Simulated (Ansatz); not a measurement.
BBrH2S, SMILES SBBr, energies of removing a hydrogen

Program: Ansatz 0.2.0 through its Python package.

The script reads `bbrh2s.xyz`:
```text
5

S    -1.32770    0.47160    0.14570
B     0.43050    0.03490    0.31360
Br    0.91370   -1.88580    0.47040
H    -1.23700    0.43910   -1.27270
H     1.27050    0.86660    0.30160
```

Run as a notebook:

**Cell 1**
```python
import ansatz
```

**Cell 2**
```python
def total_energy(molecule, charge=0, unpaired=0):
    calc = molecule.calculation().basis(gaussian="cc-pVDZ").functional("PBE0", dispersion="d4")
    if charge:
        calc = calc.charge(charge)
    if unpaired:
        calc = calc.spin("collinear", total=unpaired)
    report = calc.run(threads=1).report
    if report["published_state_doubts"]:
        print("  doubts:", report["published_state_doubts"])
    return report["free_energy_ev"]

def without(molecule, index):
    rest = ansatz.Crystal.molecule()
    for i, site in enumerate(molecule.cartesian_sites):
        if i != index:
            rest = rest.atom(site.symbol, site.position_ang)
    return rest
```

**Cell 3**
```python
mol = ansatz.Crystal.molecule_from_extxyz("bbrh2s.xyz")
```

**Cell 4**
```python
whole = total_energy(mol, 0)
hydrogen = total_energy(ansatz.Crystal.molecule().atom("H", (0, 0, 0)), 0, 1)
print(f"E(molecule) = {whole:.5f} eV, E(H) = {hydrogen:.5f} eV")
for index in [3, 4]:
    radical = total_energy(without(mol, index), 0, 1)
    print(f"H{index}: homolysis {23.060548 * (radical + hydrogen - whole):.1f} kcal/mol")
    anion = total_energy(without(mol, index), -1)
    print(f"H{index}: loss of a proton {23.060548 * (anion - whole):.1f} kcal/mol")
```
Output:
```text
E(molecule) = -81577.91846 eV, E(H) = -13.61358 eV
H3: homolysis 70.1 kcal/mol
H3: loss of a proton 323.8 kcal/mol
H4: homolysis 101.4 kcal/mol
H4: loss of a proton 408.1 kcal/mol
```

Total energies depend on the basis set; only differences at equal settings carry meaning. The geometry is a force-field or estimated start, not a minimum of this method, and the basis set is short of its limit. All parts are taken at fixed geometry, without zero-point energy. The spin-orbit lowering of heavy atoms is left out. Anions want diffuse functions, which this basis lacks. Run time: 12 s on 1 thread of Arm Neoverse V2 (shared host), peak memory 0.23 GiB.
